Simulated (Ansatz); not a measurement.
# GaPPt5: further runs on the relaxed cell

One table from this session's results is given with a row withheld; the runs are named, their logs left out.

Method: DFT r2SCAN, scalar-relativistic, plane waves, PAW, in Ansatz 0.2.0.

**Starting point**

The structure is tetragonal, space group P4/mmm (No. 123). The conventional cell has a = 3.913 Å, b = 3.913 Å, c = 6.887 Å, α = 90.00°, β = 90.00°, γ = 90.00°. Ga (site symmetry 4/mmm) is surrounded by 12 Pt at 2.77 to 2.80 Å. P (site symmetry 4/mmm) is surrounded by 8 Pt at 2.43 Å. Pt (site symmetry 2mm) has 2 P at 2.43 Å and 7 Pt at 2.77 to 2.89 Å and 2 Ga at 2.80 Å as nearest neighbours. Pt (site symmetry 4/mmm) is surrounded by 4 Ga at 2.77 Å and 8 Pt at 2.80 Å.

As a file:

```cif
data_structure
_symmetry_space_group_name_H-M 'P4/mmm'
_symmetry_Int_Tables_number 123
_cell_length_a 3.9135
_cell_length_b 3.9135
_cell_length_c 6.8871
_cell_angle_alpha 90.000
_cell_angle_beta 90.000
_cell_angle_gamma 90.000
_cell_volume 105.48
loop_
_atom_site_label
_atom_site_type_symbol
_atom_site_symmetry_multiplicity
_atom_site_Wyckoff_symbol
_atom_site_fract_x
_atom_site_fract_y
_atom_site_fract_z
_atom_site_occupancy
Ga1 Ga 1 c 0.50000 0.50000 0.00000 1
P1 P 1 b 0.00000 0.00000 0.50000 1
Pt1 Pt 4 i 0.00000 0.50000 0.29024 1
Pt2 Pt 1 a 0.00000 0.00000 0.00000 1
```

It goes back to an entry of the Materials Project, which need not be the stable form.

This cell was relaxed beforehand with the same method: volume 15.07 Å³/atom, gap on the mesh none (metal).

The first run:

The input, input.yaml:

```yaml
crystal:
  lattice:
    - [3.873921001, 0.0, 0.0]
    - [0.0, 3.873921001, 0.0]
    - [0.0, 0.0, 6.8175618683]
  atoms:
    - { symbol: Ga, position: [0.5, 0.5, 0.0] }
    - { symbol: P, position: [0.0, 0.0, 0.5] }
    - { symbol: Pt, position: [0.0, 0.5, 0.29023623] }
    - { symbol: Pt, position: [0.0, 0.5, 0.70976377] }
    - { symbol: Pt, position: [0.5, 0.0, 0.29023623] }
    - { symbol: Pt, position: [0.5, 0.0, 0.70976377] }
    - { symbol: Pt, position: [0.0, 0.0, 0.0] }
basis:
  ecutwfc: 500
kpoints:
  mp_grid: { grid: [10, 10, 6] }
hamiltonian:
  xc: r2scan
scf:
  occupations: { method: gaussian, width: 0.1 }
output:
  forces: true
  stress: true
  eigenvalues: true
relax:
  adjacent_minimum: "off"
  f_tol: 0.01
  max_steps: 30
  cell: { stress_tol: 0.1, fix: [volume] }
```

On the command line:

```
ansatz run input.yaml --threads 2 --pin off --max-ram 5120MiB --backend cpu --events-out ev --progress --plain --runs-dir out
```

Among the steps run: The cell scaled to 0.97 of its volume; The cell scaled to 1.03 of its volume; The cell scaled to 0.94 of its volume; Volume × 1.06; Volume × 0.91; Volume × 1.10; Point at V/V0 = 0.88.

One table of the session follows, with a row left open; its other results are not shown here.

It belongs to the step «Energy against volume». 

```
volume (Å³/atom)  energy above the lowest point (meV/atom)  pressure (GPa)
          13.260                                     208.1           42.07
          13.712                                     109.2           28.46
          14.164                                      45.4           17.16
          14.616                                      10.6            7.78
          15.068                                       0.0            0.00
          15.520                                       9.4           -6.45
          15.972                                         ?               ?
          16.575                                      90.9          -17.45
```

Estimate the missing values for volume (Å³/atom) = 15.972.

Worked estimate for «energy above the lowest point (meV/atom)». A straight line through the neighbours (15.520, 9.4) and (16.575, 90.9) gives 9.4 + (90.9 − 9.4) × (15.972 − 15.520) / (16.575 − 15.520) = 44.3; a parabola fitted to 3 rows on both sides gives 34.1.

**Answer.** energy above the lowest point (meV/atom): 35.4; pressure (GPa): -11.78. In «energy above the lowest point (meV/atom)» the line misses by +8.9 and the parabola by -1.3.
